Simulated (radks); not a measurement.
# Rh⁺ in [Kr] 4d8: an all-electron calculation

One table from this session's results is given with a row withheld; the runs are named, their logs left out.

The numbers are computed with radks (a radial shooting solver on a logarithmic mesh, Libxc functionals) version 1 (Dirac Kohn-Sham, PBEsol, spin-unpolarised, spherical densities, finite nucleus; open shells fill j = l - 1/2 first), except any that are marked as measured or tabulated.

### Starting point

| Quantity | Value |
| --- | --- |
| element | rhodium (Z = 45) |
| charge | +1 |
| electrons | 44 |
| configuration | [Kr] 4d8 |
| nuclear rms radius | 4.4945 fm |

Set-up of the first run:

The run's settings:

```text
Z 45
configuration [Kr] 4d8 5s0 5p0
relativity Dirac
functional pbe_sol,pbe_sol
spin unpolarised
j_filling energy
nucleus finite rms 4.4945 fm
c 137.035999084
```

Among the steps run: Self-consistent calculation.

One table of the session follows, with a row left open; its other results are not shown here.

It belongs to the step «Orbitals and density». From the orbitals of this run (lengths in bohr):

```
level      <r>  outermost maximum (interpolated)  90 % within  nodes
1s1/2  0.03264                            0.0212       0.0585      0
2s1/2   0.1416                             0.120        0.219      1
2p1/2   0.1203                            0.0930        0.197      0
2p3/2   0.1252                            0.0970        0.204      0
3s1/2   0.3907                             0.352        0.577      2
3p1/2   0.3833                             0.338        0.579      1
3p3/2   0.3940                             0.348        0.594      1
3d3/2   0.3685                             0.290        0.586      0
3d5/2   0.3720                             0.292        0.591      0
4s1/2        ?                                 ?            ?      ?
4p1/2    1.062                             0.928         1.57      2
4p3/2    1.093                             0.953         1.62      2
4d3/2    1.533                              1.14         2.48      1
4d5/2    1.555                              1.15         2.51      1
5s1/2    2.954                              2.50         4.38      4
5p1/2    3.781                              3.13         5.69      3
5p3/2    3.893                              3.23         5.84      3
```

**Question.** Estimate the row for 4s1/2.

The run gave: <r>: 0.9810; outermost maximum (interpolated): 0.881; 90 % within: 1.43; nodes: 3. In the column «<r>» it lies between 3p3/2 (0.3940) and 4p1/2 (1.062).

Limits of these values: Spin polarisation and multiplet splitting are left out.
